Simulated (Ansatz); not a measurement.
**C3H4F2O3Ti: basis-set convergence**

One table from this session's results is given with a row withheld; the runs are named, their logs left out.

Program: Ansatz 0.2.0, Gaussian basis. Level of theory: one geometry, several basis sets. These are calculated values, not measurements.

The runs, in order: PBE0-D4/def2-SVP; ωB97M-V/def2-SVP; PBE0-D4/def2-QZVPP; ωB97M-V/def2-QZVPP; the functionals' def2-TZVPP values are taken from earlier runs.

## The relaxed structure

The geometry comes from an earlier relaxation with PBE0-D4 in a triple-zeta def2 set; it is a stationary point, not always the lowest conformer.

13 atoms, charge 0, spin multiplicity 1.

Atoms are counted from 1 here; the program's logs count them from 0.

Bond lengths: O1–Ti2 1.786 Å, O1–H10 0.961 Å, Ti2–F3 1.772 Å, Ti2–F4 1.761 Å, Ti2–O5 2.048 Å, Ti2–O9 1.973 Å, O5–C6 1.252 Å, C6–C7 1.396 Å, C6–H11 1.097 Å, C7–C8 1.378 Å, C7–H12 1.080 Å, C8–O9 1.272 Å, C8–H13 1.094 Å. Angles: Ti2–O1–H10 122.1°, O1–Ti2–F3 98.4°, O1–Ti2–F4 115.2°, O1–Ti2–O5 89.5°, O1–Ti2–O9 116.9°, F3–Ti2–F4 97.6°, F3–Ti2–O5 168.0°, F3–Ti2–O9 86.7°, F4–Ti2–O5 87.1°, F4–Ti2–O9 126.4°, O5–Ti2–O9 81.6°, Ti2–O5–C6 133.5°, O5–C6–C7 124.7°, O5–C6–H11 116.5°, C7–C6–H11 118.9°, C6–C7–C8 119.8°, C6–C7–H12 120.2°, C8–C7–H12 120.0° and more.

Set-up of the first run:

The input, in.yaml:

```yaml
crystal:
  periodic: [false, false, false]
  atoms:
    - {symbol: O, position_ang: [1.079364, 2.069875, -0.987589]}
    - {symbol: Ti, position_ang: [1.379088, 0.359036, -0.569972]}
    - {symbol: F, position_ang: [2.915281, 0.568381, 0.287171]}
    - {symbol: F, position_ang: [1.981867, -0.640106, -1.889376]}
    - {symbol: O, position_ang: [-0.507091, -0.109015, -1.214923]}
    - {symbol: C, position_ang: [-1.543061, -0.503950, -0.633218]}
    - {symbol: C, position_ang: [-1.623383, -0.805753, 0.727734]}
    - {symbol: C, position_ang: [-0.505342, -0.682356, 1.524339]}
    - {symbol: O, position_ang: [0.641229, -0.285796, 1.142260]}
    - {symbol: H, position_ang: [1.749199, 2.749229, -0.868574]}
    - {symbol: H, position_ang: [-2.438088, -0.622792, -1.255530]}
    - {symbol: H, position_ang: [-2.554008, -1.151503, 1.153201]}
    - {symbol: H, position_ang: [-0.575035, -0.945252, 2.584467]}
basis:
  gaussian: {orbitals: def2-SVP}
hamiltonian: {xc: pbe0, dispersion: d4}
output: {orbitals: {seedname: orbitals}}
```

Run with:

```
ansatz run in.yaml --threads 4 --pin off --events-out ev --progress --plain --max-ram 66560MiB --backend cpu
```

Among the steps run: PBE0-D4 in def2-SVP; ωB97M-V in def2-SVP; PBE0-D4 in def2-QZVPP; ωB97M-V in def2-QZVPP.

One table of the session follows, with a row left open; its other results are not shown here.

It belongs to the step «Density functionals: the series». 

```
functional       basis  HOMO (eV)  LUMO (eV)
   PBE0-D4    def2-SVP      -7.86      -2.57
   PBE0-D4  def2-TZVPP      -7.95      -2.66
   PBE0-D4  def2-QZVPP          ?          ?
   ωB97M-V    def2-SVP      -9.92      -0.34
   ωB97M-V  def2-TZVPP     -10.05      -0.50
   ωB97M-V  def2-QZVPP     -10.06      -0.53
```

Estimate the missing values for PBE0-D4, def2-QZVPP.

As computed: HOMO (eV): -7.96; LUMO (eV): -2.68. In the column «HOMO (eV)» it lies between ωB97M-V, def2-SVP (-9.92) and PBE0-D4, def2-TZVPP (-7.95).
